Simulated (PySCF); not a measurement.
# C₃H₁₀Si₃: electronic excitations

What electronic excitations should C₃H₁₀Si₃ (`[SiH3]C1([SiH3])C=C[SiH2]1`) show?

Programs: PySCF 2.14.0, with density-fitted response routines of our own. Each step states its level of theory. These are calculated values for one molecule in the gas phase, unless marked as measured. Atoms count from 0, in the outputs and in this text.

### Step 1. Starting geometry

16 atoms, charge 0, multiplicity 1; geometry from: GFN2-xTB.

Bonds of the start (Å): Si0–C1 1.90, C1–Si2 1.90, C1–C3 1.50, C3–C4 1.34, C4–Si5 1.88, Si5–C1 1.95, Si0–H6 1.47, Si0–H7 1.47, Si0–H8 1.46, Si2–H9 1.46, Si2–H10 1.47, Si2–H11 1.47, C3–H12 1.08, C4–H13 1.08, Si5–H14 1.46, Si5–H15 1.46.

### Step 2. Excited states and response: B3LYP/def2-SVPD

Job settings and geometry (Å):

```
{"job": {"kind": "uv", "xc": "B3LYP", "basis": "def2-SVPD", "nstates": 8, "ntriplets": 3}, "charge": 0, "multiplicity": 1}
Si     1.796267     0.651775    -0.488685
C      0.034335     0.118504    -0.021362
Si    -1.076502     1.606524     0.378762
C     -0.576802    -0.764315    -1.069990
C     -0.802982    -1.948859    -0.490858
Si    -0.118187    -1.417017     1.176105
H      1.776488     1.547040    -1.650721
H      2.597607    -0.527760    -0.833405
H      2.412468     1.342460     0.646036
H     -0.538071     2.314696     1.542174
H     -2.437282     1.146449     0.677716
H     -1.146096     2.526590    -0.761499
H     -0.777479    -0.459128    -2.088105
H     -1.236237    -2.826915    -0.942330
H     -1.052777    -1.280652     2.292965
H      1.137653    -2.020448     1.621786
```

Method: TDDFT B3LYP/def2-SVPD, vertical, gas phase, core orbitals frozen in the response.

On the command line:

```
> OMP_NUM_THREADS=1 python probes_run.py task.json out
```

The driver reads the jobs from task.json and runs them one after another.

What will the session give for the following? lowest singlet (B3LYP/def2-SVPD); brightest single state of those computed; lowest triplet. Wanted: lowest singlet; brightest single state of those computed; lowest triplet.

As calculated:

```
                                quantity                        value
        lowest singlet (B3LYP/def2-SVPD)  5.60 eV (221 nm), f = 0.009
brightest single state of those computed  state 2, 5.66 eV, f = 0.089
                          lowest triplet                      3.98 eV
```

**Reading.** The lowest singlet, at 5.60 eV, is HOMO→LUMO+1 0.97 and is weak; of the 8 states computed, the strongest absorption comes from state 2 at 5.66 eV (the last state computed is bright too, and its partners may lie past the list). The lowest triplet lies 1.61 eV below the lowest singlet (triplets in Tamm-Dancoff, singlets in full TDDFT).
